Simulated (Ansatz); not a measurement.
# Ti2CS: the cost of one run

Computed with Ansatz 0.2.0 (DFT PBEsol, scalar-relativistic, plane waves, PAW, unless a step's input says otherwise).

1 further run of the same task is left out (set aside as unsound or not needed).

## 1. The starting structure

Symmetry: P6_3/mmc, No. 194, hexagonal system. The conventional cell has a = 3.166 Å, b = 3.166 Å, c = 11.144 Å, α = 90.00°, β = 90.00°, γ = 120.00°. Around Ti (site symmetry 3m) lie 3 C at 2.14 Å and 3 S at 2.48 Å. C (site symmetry -3m) is surrounded by 6 Ti at 2.14 Å. Around S (site symmetry -6m2) lie 6 Ti at 2.48 Å.

Structure file:

```cif
data_structure
_symmetry_space_group_name_H-M 'P 1'
_symmetry_Int_Tables_number 1
_cell_length_a 3.1658
_cell_length_b 3.1658
_cell_length_c 11.1444
_cell_angle_alpha 90.000
_cell_angle_beta 90.000
_cell_angle_gamma 120.000
_cell_volume 96.73
loop_
_atom_site_label
_atom_site_type_symbol
_atom_site_fract_x
_atom_site_fract_y
_atom_site_fract_z
_atom_site_occupancy
Ti1 Ti 0.33333 0.66667 0.09973 1
Ti2 Ti 0.66667 0.33333 0.59973 1
Ti3 Ti 0.33333 0.66667 0.40027 1
Ti4 Ti 0.66667 0.33333 0.90027 1
C1 C 0.00000 0.00000 0.00000 1
C2 C 0.00000 0.00000 0.50000 1
S1 S 0.66667 0.33333 0.25000 1
S2 S 0.33333 0.66667 0.75000 1
```

It is the result of an earlier relaxation at this level (volume 12.09 Å³/atom; gap on the mesh: none (metal)).

## 2. Bands, states and charges

Input file input.yaml:

```yaml
crystal:
  lattice:
    - [3.1657855767, 0.0, 0.0]
    - [-1.5828927884, 2.7416507324, 0.0]
    - [0.0, 0.0, 11.1443741711]
  atoms:
    - { symbol: Ti, position: [0.3333333333, 0.6666666667, 0.0997274825] }
    - { symbol: Ti, position: [0.6666666667, 0.3333333333, 0.5997274825] }
    - { symbol: Ti, position: [0.3333333333, 0.6666666667, 0.4002725175] }
    - { symbol: Ti, position: [0.6666666667, 0.3333333333, 0.9002725175] }
    - { symbol: C, position: [0.0, 0.0, 0.0] }
    - { symbol: C, position: [0.0, 0.0, 0.5] }
    - { symbol: S, position: [0.6666666667, 0.3333333333, 0.25] }
    - { symbol: S, position: [0.3333333333, 0.6666666667, 0.75] }
basis:
  ecutwfc: 420
kpoints:
  mp_grid: { grid: [12, 12, 4] }
  band_path:
    path:
      - [[0.0, 0.0, 0.0], [0.5, 0.0, 0.0], [0.33333333, 0.33333333, 0.0], [0.0, 0.0, 0.0], [0.0, 0.0, 0.5], [0.5, 0.0, 0.5], [0.33333333, 0.33333333, 0.5], [0.0, 0.0, 0.5]]
      - [[0.5, 0.0, 0.5], [0.5, 0.0, 0.0]]
      - [[0.33333333, 0.33333333, 0.5], [0.33333333, 0.33333333, 0.0]]
    npoints: 14
hamiltonian:
  xc: pbesol
scf:
  occupations: { method: gaussian, width: 0.1 }
  n_extra_bands: 20
output:
  forces: true
  stress: true
  eigenvalues: true
  populations: true
  dos: { projected: true, de: 0.02, nscf_kmesh: { grid: [18, 18, 6] } }
  bader: true
  write_density: true
  write_potential: true
  elf: true
  volumetric_format: npy
```

Run with:

```sh
ansatz run input.yaml --threads 2 --pin off --max-ram 5120MiB --backend cpu --events-out ev --progress --plain --runs-dir out
```

What time and memory should one allow on 2 threads of AMD EPYC (Zen 3), shared host?

About 1.7 min, with a peak of 0.73 GiB.
